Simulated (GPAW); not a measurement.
# CuF (P4/mmm) in GPAW: convergence with density grid spacing (A)

Aim: find how far density grid spacing (A) must go before the results for CuF settle, at PBE. This setting moves, with any that are tied to it; all else stays.

Everything below comes from runs of GPAW 26.7.0. Logs are shortened: lines on timing, memory, paths and dates and some standing lists are left out, and cuts for length are marked. The log counts tension as positive stress, the text compression.

## (1) The structure

It takes space group P4/mmm (No. 123, tetragonal). Conventional cell: a = 2.471 Å, b = 2.471 Å, c = 3.417 Å, α = 90.00°, β = 90.00°, γ = 90.00°. Around Cu (site symmetry 4/mmm) lie 8 F at 2.44 Å and 4 Cu at 2.47 Å. F (site symmetry 4/mmm) has 8 Cu at 2.44 Å and 4 F at 2.47 Å as nearest neighbours.

The cell was built by a generator and needn't be a form met in nature.

## (2) With density grid spacing (A) 0.24

File run.py:

```python
from ase.dft.bandgap import bandgap
from ase.io import read, write
from ase.units import GPa
from gpaw import GPAW, PW

atoms = read('POSCAR')

calc = GPAW(mode=PW(800),
            h=0.24,
            xc='PBE',
            kpts={'size': (8, 8, 6), 'gamma': True},
            occupations={'name': 'fermi-dirac', 'width': 0.05},
            nbands=19,
            convergence={'density': 1e-05, 'energy': 1e-05},
            maxiter=100,
            txt='gpaw.txt')
atoms.calc = calc
energy = atoms.get_potential_energy()
forces = atoms.get_forces()
stress = atoms.get_stress()
calc.write('gs.gpw')
write('result.traj', atoms)
print(f'Energy: {energy:.6f} eV')
print('Forces (eV/A):')
print(forces.round(4))
print('Stress (GPa):', (stress / GPa).round(3))
print('Fermi level:', round(calc.get_fermi_level(), 4), 'eV')
print(f'Gap: {bandgap(calc)[0]:.4f} eV, direct: {bandgap(calc, direct=True)[0]:.4f} eV')
```

File POSCAR:

```
CuF
1.0
    2.4710065500      0.0000000000      0.0000000000
    0.0000000000      2.4710065500      0.0000000000
    0.0000000000      0.0000000000      3.4165013900
Cu F
1 1
Direct
    0.0000000000      0.0000000000      0.0000000000
    0.5000000000      0.5000000000      0.5000000000
```

Potentials or basis: GPAW PAW data sets (gpaw-data 1.2.1), pw.

The run is started by

```
OMP_NUM_THREADS=1 python run.py
```

It took 2.4 s on 1 thread of Arm Neoverse V2, shared host; peak memory 0.15 GiB.

The program failed during the run.

## (3) With density grid spacing (A) 0.2

Edit run.py of step 2 so:

```diff
@@ -8,3 +8,3 @@
 calc = GPAW(mode=PW(800),
-            h=0.24,
+            h=0.2,
             xc='PBE',
```

POSCAR is that of step 2.

Potentials or basis: GPAW PAW data sets (gpaw-data 1.2.1), pw.

The run is started by

```
OMP_NUM_THREADS=1 python run.py
```

Run time: 15 s. Hardware: 1 thread of Arm Neoverse V2, shared host; peak memory 0.16 GiB.

What came out:

```
Free energy            : -6.7066 eV
Pressure               : 3.5 GPa
Band gap on the k mesh : none (metal or under the smearing width)
```

## (4) With density grid spacing (A) 0.17

Edit run.py of step 3 so:

```diff
@@ -8,3 +8,3 @@
 calc = GPAW(mode=PW(800),
-            h=0.2,
+            h=0.17,
             xc='PBE',
```

POSCAR is that of step 3.

The run is started by

```
OMP_NUM_THREADS=1 python run.py
```

Wall time 17 s (1 thread of Arm Neoverse V2, shared host); peak memory 0.16 GiB.

What came out:

```yaml
Free_energy: -6.6990 eV
Pressure: 3.2 GPa
Band_gap_on_the_k_mesh: none (metal or under the smearing width)
```

## (5) With density grid spacing (A) 0.15

Edit run.py of step 4 so:

```diff
@@ -8,3 +8,3 @@
 calc = GPAW(mode=PW(800),
-            h=0.17,
+            h=0.15,
             xc='PBE',
```

POSCAR is that of step 4.

The run is started by

```
OMP_NUM_THREADS=1 python run.py
```

Run time: 23 s. Hardware: 1 thread of Arm Neoverse V2, shared host; peak memory 0.16 GiB.

The run converged. Its results:

```
Free energy            : -6.6984 eV
Pressure               : 3.2 GPa
Band gap on the k mesh : none (metal or under the smearing width)
```

## (6) With density grid spacing (A) 0.13

Edit run.py of step 5 so:

```diff
@@ -8,3 +8,3 @@
 calc = GPAW(mode=PW(800),
-            h=0.15,
+            h=0.13,
             xc='PBE',
```

POSCAR is that of step 5.

Potentials or basis: GPAW PAW data sets (gpaw-data 1.2.1), pw.

The run is started by

```
OMP_NUM_THREADS=1 python run.py
```

It took 23 s on 1 thread of Arm Neoverse V2, shared host; peak memory 0.16 GiB.

The run converged. Its results:

| Item | Value |
| --- | --- |
| Free energy | -6.6982 eV |
| Pressure | 3.2 GPa |
| Band gap on the k mesh | none (metal or under the smearing width) |

## (7) With density grid spacing (A) 0.11

Edit run.py of step 6 so:

```diff
@@ -8,3 +8,3 @@
 calc = GPAW(mode=PW(800),
-            h=0.13,
+            h=0.11,
             xc='PBE',
```

POSCAR is that of step 6.

The run is started by

```
OMP_NUM_THREADS=1 python run.py
```

It took 40 s on 1 thread of Arm Neoverse V2, shared host; peak memory 0.18 GiB.

The run converged. Its results:

```
Free energy            : -6.6981 eV
Pressure               : 3.2 GPa
Band gap on the k mesh : none (metal or under the smearing width)
```

## (8) With density grid spacing (A) 0.09

Edit run.py of step 7 so:

```diff
@@ -8,3 +8,3 @@
 calc = GPAW(mode=PW(800),
-            h=0.11,
+            h=0.09,
             xc='PBE',
```

POSCAR is that of step 7.

Potentials or basis: GPAW PAW data sets (gpaw-data 1.2.1), pw.

The run is started by

```
OMP_NUM_THREADS=1 python run.py
```

gpaw.txt:

```text
__  _  _
 | _ |_)|_||  |
 |__||  | ||/\| - 26.7.0

Input parameters:
  mode=PW(ecut=800.0),
  convergence={'density': 1e-05, 'energy': 1e-05},
  h=0.09,
  kpts=MonkhorstPack(size=(8, 8, 6), gamma=True),
  maxiter=100,
  nbands=19,
  occupations=Occupations(name='fermi-dirac', width=0.05),
  xc=XC(name='PBE')

Diagonalizing LCAO Hamiltonian
Converting LCAO to pw mode
   .-----.
  /|     |
 * |     |
 | | F   |
 | .-----.
 |/     /
 Cu----*

Atoms  # Å, Bohr magnetons
|   | symbol |        x |        y |        z |    initial magnetic moments |
|---|--------|----------|----------|----------|-----------------------------|
| 0 |     Cu | 0.000000 | 0.000000 | 0.000000 | ( 0.0000,  0.0000,  0.0000) |
| 1 |      F | 1.235503 | 1.235503 | 1.708251 | ( 0.0000,  0.0000,  0.0000) |

Unit cell  # Å
| periodic |        x |        y |        z |  lengths |    angles |
|----------|----------|----------|----------|----------|-----------|
|      yes | 2.471007 | 0.000000 | 0.000000 | 2.471007 | 90.000000 |
|      yes | 0.000000 | 2.471007 | 0.000000 | 2.471007 | 90.000000 |
|      yes | 0.000000 | 0.000000 | 3.416501 | 3.416501 | 90.000000 |

Number of symmetries: 16
Symmetry operations  # r_c * U_cc + t_c -> r_c
|    | kind |            matrix            |
|----|------|------------------------------|
|  0 |  E   |  1, 0, 0,  0, 1, 0,  0, 0, 1 |
|  1 |  σ   |  1, 0, 0,  0, 1, 0,  0, 0,-1 |
|  2 |  σ   |  1, 0, 0,  0,-1, 0,  0, 0, 1 |
|  3 |  C2  |  1, 0, 0,  0,-1, 0,  0, 0,-1 |
|  4 |  σ   |  0, 1, 0,  1, 0, 0,  0, 0, 1 |
|  5 |  C2  |  0, 1, 0,  1, 0, 0,  0, 0,-1 |
|  6 |  C4  |  0, 1, 0, -1, 0, 0,  0, 0, 1 |
|  7 |  S4  |  0, 1, 0, -1, 0, 0,  0, 0,-1 |
|  8 |  C4  |  0,-1, 0,  1, 0, 0,  0, 0, 1 |
|  9 |  S4  |  0,-1, 0,  1, 0, 0,  0, 0,-1 |
| 10 |  σ   |  0,-1, 0, -1, 0, 0,  0, 0, 1 |
| 11 |  C2  |  0,-1, 0, -1, 0, 0,  0, 0,-1 |
| 12 |  σ   | -1, 0, 0,  0, 1, 0,  0, 0, 1 |
| 13 |  C2  | -1, 0, 0,  0, 1, 0,  0, 0,-1 |
| 14 |  C2  | -1, 0, 0,  0,-1, 0,  0, 0, 1 |
| 15 |  i   | -1, 0, 0,  0,-1, 0,  0, 0,-1 |

BZ-sampling:
  Number of BZ points: 384
  Number of IBZ points: 60

  Monkhorst-Pack size: [8, 8, 6]
  Monkhorst-Pack shift: [0.0625, 0.0625, 0.08333333333333333]

K-points  # in reciprocal-cell coordinates
|     |                                coordinates |     weight |
|-----|--------------------------------------------|------------|
|   0 | (  0.00000000,   0.00000000,   0.00000000) | 0.00260417 |
|   1 | (  0.00000000,   0.00000000,   0.16666667) | 0.00520833 |
|   2 | (  0.00000000,   0.00000000,   0.33333333) | 0.00520833 |
|   3 | (  0.00000000,   0.00000000,   0.50000000) | 0.00260417 |
|   4 | (  0.12500000,   0.00000000,   0.00000000) | 0.01041667 |
|   5 | (  0.12500000,   0.00000000,   0.16666667) | 0.02083333 |
|   6 | (  0.12500000,   0.00000000,   0.33333333) | 0.02083333 |
|   7 | (  0.12500000,   0.00000000,   0.50000000) | 0.01041667 |
|   8 | (  0.12500000,   0.12500000,   0.00000000) | 0.01041667 |
|   9 | (  0.12500000,   0.12500000,   0.16666667) | 0.02083333 |
| ... |                                            |            |
|  59 | (  0.50000000,   0.50000000,   0.50000000) | 0.00260417 |

Plane wave coefficients: 1096
Cutoff: 800.0 eV

Spin-components: 1 (collinear spins)
Bands:           19
Projectors:      11
Spin-degeneracy: 2
Datatype:        complex128

Parallelization:
  kpt:    1
  domain: 1
  band:   1

Density:
  Valence electrons: 18.0
  Components: 1
  Grid points: [28 28 40]
  Charge: 0.0  # |e|

Potential:
  Grid points: [28 28 40]

species:
  Cu:
    name:    Copper
    Z:       29.0
    valence: 11
    core:    18
    charge:  0.0  # [|e|]
    compensation charges:
      type: gauss
      rc: 0.33  # [Å]
      lmax: 2
    cutoffs:
      filter: 2.06  # [Å]
      core: 2.43  # [Å]
    projectors
    | kind |    occ | energy [eV] | rcut [Å] |
    |------|--------|-------------|----------|
    |   4s |  1.000 |      -4.609 |    1.164 |
    |   4p |  0.000 |      -0.698 |    1.164 |
    |   3d | 10.000 |      -5.039 |    1.058 |
    |    s |        |      22.603 |    1.164 |
    |    p |        |      26.513 |    1.164 |
    |    d |        |      22.172 |    1.058 |

    Using partial waves for Cu as LCAO basis

  F:
    name:    Fluorine
    Z:       9.0
    valence: 7
    core:    2
    charge:  0.0  # [|e|]
    compensation charges:
      type: gauss
      rc: 0.20  # [Å]
      lmax: 2
    cutoffs:
      filter: 1.14  # [Å]
      core: 0.74  # [Å]
    projectors
    | kind |    occ | energy [eV] | rcut [Å] |
    |------|--------|-------------|----------|
    |   2s |  2.000 |     -29.898 |    0.635 |
    |   2p |  5.000 |     -11.110 |    0.635 |
    |    s |        |      -2.687 |    0.635 |
    |    p |        |      16.102 |    0.635 |
    |    d |        |       0.000 |    0.635 |

    Using partial waves for F as LCAO basis

Reference energy: -47735.532626  # eV

eigensolver:
  PPCG
  Converge bands: occupied
  niter=2

density mixing:
  MSR1-Mixer
  Pratt-step length: 0.05
  Maximum mixing coefficient: 0.75
  Old densities: 10
  SVD Regularization: 0.005
  Good broyden scale: 1.0
  Trust region scale: 1.0
  Backstep threshold: 4.0
  History deletion threshold: 6.0
  Fourier metric: weight=20.0, sigma=0.015

occupation numbers:
  Fermi-Dirac:
    width: 0.0500  # eV

poisson solver:
  ecut: 6400.0  # eV

xc functional:
  name: PBE with 2 nearest neighbor stencil

convergence criteria:
- Maximum integral of absolute [dens]ity change: 1e-05 electrons / valence electron
- Maximum [total energy] change in last 3 cyles: 1e-05 eV / valence electron
- Maximum integral of absolute [eigenst]ate change: 4e-08 eV^2 / valence electron
maximum number of iterations: 100

SCF iterations
|iter     | |      energy | eigst |  dens |
|---------|-|-------------|-------|-------|
|iter:   1| |   -7.968307 | -0.45 |       |
|iter:   2| |   -7.436323 | -2.38 | -1.11 |
|iter:   3| |   -6.745847 | -1.64 | -1.22 |
|iter:   4| |   -6.711626 | -3.32 | -1.65 |
|iter:   5| |   -6.697745 | -3.42 | -1.83 |
|iter:   6| |   -6.696732 | -3.99 | -2.28 |
|iter:   7| |   -6.696749 | -5.32 | -3.01 |
|iter:   8| |   -6.696762c| -6.10 | -3.49 |
|iter:   9| |   -6.696761c| -7.95c| -4.15 |
|iter:  10| |   -6.696760c| -8.10c| -4.46 |
|iter:  11| |   -6.696760c| -8.67c| -5.28c|

Converged in 11 steps
Energy contributions relative to reference atoms: (reference = -47735.532626)

Energy contributions:
  Kinetic:           7.062868
  Coulomb:          -7.086317
  Zero:              0.113064
  External:          0.000000
  Xc:               -6.785133
  Entropy:          -0.002484
  Spinorbit:         0.000000
  ----------------------------
  Free energy:      -6.698002
  Extrapolated:     -6.696760

dipole moment: (-5.202939, -5.202939, -7.193768)  # |e|*Ang

Fermi level: 5.171
Eigenvalues  # (at kpt = [0.000, 0.000, 0.000])
| band index |      eig [eV] | occ [0-2] |
|------------|---------------|-----------|
|          0 |       -18.126 |     2.000 |
|        ... |               |           |
|          2 |         1.526 |     2.000 |
|          3 |         2.573 |     2.000 |
|          4 |         2.573 |     2.000 |
|          5 |         2.575 |     2.000 |
|          6 |         4.371 |     2.000 |
|          7 |         4.594 |     2.000 |
[... 9 lines left out ...]
|         17 |        35.699 |     0.000 |
|         18 |        36.094 |     0.000 |

No gap
No difference between direct/indirect transitions

Forces  # eV/Ang
|       x |       y |       z |
|---------|---------|---------|
| 0.00000 | 0.00000 | 0.00000 |  # Cu   0
| 0.00000 | 0.00000 | 0.00000 |  # F    1

Stress tensor  # eV/Ang^3
|         x |         y |        z |
|-----------|-----------|----------|
| -0.067941 |  0.000000 | 0.000000 |
|  0.000000 | -0.067941 | 0.000000 |
|  0.000000 |  0.000000 | 0.076655 |

# Writing to gs.gpw (mode='')
```

stdout:

```text
Energy: -6.696760 eV
Forces (eV/A):
[[0. 0. 0.]
 [0. 0. 0.]]
Stress (GPa): [-10.885 -10.885  12.282   0.      0.      0.   ]
Fermi level: 5.1712 eV
Gap: 0.0000 eV, direct: 0.0000 eV
```

Run time: 61 s. Hardware: 1 thread of Arm Neoverse V2, shared host; peak memory 0.21 GiB.

Results:

```
Free energy            : -6.6980 eV
Pressure               : 3.2 GPa
Band gap on the k mesh : none (metal or under the smearing width)
```

## (9) The series at a glance

| density grid spacing (A) | energy less the tightest run, at zero smearing (meV/atom) | pressure (GPa) | SCF cycles | CPU time (s) | peak memory (GiB) |
| --- | --- | --- | --- | --- | --- |
| 0.24 | crashed | - | - | - | - |
| 0.2 | -4.31 | 3.49 | 11 | 15 | 0.16 |
| 0.17 | -0.52 | 3.22 | 11 | 17 | 0.16 |
| 0.15 | -0.18 | 3.17 | 11 | 23 | 0.16 |
| 0.13 | -0.11 | 3.17 | 11 | 23 | 0.16 |
| 0.11 | -0.04 | 3.16 | 11 | 40 | 0.18 |
| 0.09 | 0.00 | 3.16 | 11 | 61 | 0.21 |

Against the tightest run, the energy stays within 1 meV/atom from 0.17 on; the pressure stays within 0.1 GPa from 0.17 on. The tightest run that finished is the yardstick and may itself not be fully converged.

Caveats: with this Cu data set, volumes or pressures lay over 1.5 % or 2 GPa off other programs in two to four cells of ten; the run has no spin polarisation, though such a crystal can be magnetic; semilocal functionals often make such compounds metallic where correlation or magnetic order opens a gap, which also shifts bond lengths.
